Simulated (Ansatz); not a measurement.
# InH2I: ionisation energy by level of theory

The task here is to estimate one member of a computed series from the others.

Method: unrestricted cation, the program's frozen cores in correlated methods; program: Ansatz 0.2.0, Gaussian basis.

Plan: UKS PBE-D4/def2-TZVPP; UKS r2SCAN-D4/def2-TZVPP; UKS PBE0-D4/def2-TZVPP; UKS B3LYP-D4/def2-TZVPP; UKS wB97X-V/def2-TZVPP; UKS wB97M-V/def2-TZVPP; UKS B2PLYP/def2-TZVPP; UHF-CCSD(T)/def2-TZVPP; UHF-MP2/def2-QZVPP; extrapolation to the limit; then −ε(HOMO) from the neutral's earlier runs with LDA (SPW92), PBE-D4, revPBE-D4, BLYP-D4, r2SCAN-D4, B97M-V, PBE0-D4, B3LYP-D4, r2SCANh-D4, r2SCAN0-D4, HSE06-D4, BHLYP-D4, CAM-B3LYP-D4, LC-ωPBE, ωB97X-V, ωB97M-V.

### The relaxed structure

All runs share one geometry, relaxed beforehand with PBE0-D4 in a triple-zeta def2 set. In, I take the def2 core potential; no spin-orbit term is included.

4 atoms, charge 0, spin multiplicity 1.

Atoms are counted from 1 here; the program's logs count them from 0.

Bond lengths: In1–I2 2.673 Å, In1–H3 1.708 Å, In1–H4 1.708 Å. Angles: I2–In1–H3 113.9°, I2–In1–H4 113.9°, H3–In1–H4 132.3°.

The first run:

in.yaml

```yaml
crystal:
  periodic: [false, false, false]
  atoms:
    - {symbol: In, position_ang: [-0.303226, -0.035192, -0.104329]}
    - {symbol: I, position_ang: [2.209106, 0.256537, 0.760438]}
    - {symbol: H, position_ang: [-1.007237, -1.535546, 0.310356]}
    - {symbol: H, position_ang: [-0.898653, 1.314201, -0.966455]}
basis:
  gaussian: {orbitals: def2-TZVPP}
total_charge: 1
magnetization: {spin_polarized: true, initial_magnetization: 1}
hamiltonian: {xc: pbe, dispersion: d4}
```

Among the steps run: Cation, UKS PBE-D4/def2-TZVPP; Cation, UKS r2SCAN-D4/def2-TZVPP; Cation, UKS PBE0-D4/def2-TZVPP; Cation, UKS B3LYP-D4/def2-TZVPP; Cation, UKS wB97X-V/def2-TZVPP; Cation, UKS wB97M-V/def2-TZVPP; Cation, UKS B2PLYP (frozen core)/def2-TZVPP; Cation, UHF-CCSD(T)/def2-TZVPP; Cation, UHF-MP2/def2-QZVPP.

One of the session's tables, all rows but one given; the rest of the session is left out.

For comparison, −ε(HOMO) of the neutral from earlier runs:

| functional | −ε(HOMO) (eV) |
| --- | --- |
| LDA (SPW92) | 6.34 |
| PBE-D4 | 6.20 |
| revPBE-D4 | 6.15 |
| BLYP-D4 | 6.03 |
| r2SCAN-D4 | 6.47 |
| B97M-V | 6.51 |
| PBE0-D4 | 7.30 |
| B3LYP-D4 | 7.06 |
| r2SCANh-D4 | 6.88 |
| r2SCAN0-D4 | ? |
| HSE06-D4 | 6.91 |
| BHLYP-D4 | 8.24 |
| CAM-B3LYP-D4 | 8.53 |
| LC-ωPBE | 9.85 |
| ωB97X-V | 9.52 |
| ωB97M-V | 9.40 |

Q: Estimate the row for r2SCAN0-D4 from the others.

Worked estimate for «−ε(HOMO) (eV)». Against the share of exact exchange, r2SCAN-D4 (0, 6.47), r2SCANh-D4 (0.1, 6.88) give a slope of 4.10 per unit share; at 0.25 the line stands at 7.49.

**Answer.** −ε(HOMO) (eV): 7.48. In «−ε(HOMO) (eV)» the line misses by +0.01.

Caveats from the session: The cation may have settled in a state other than its lowest; no search over hole states beyond the program's own was made.
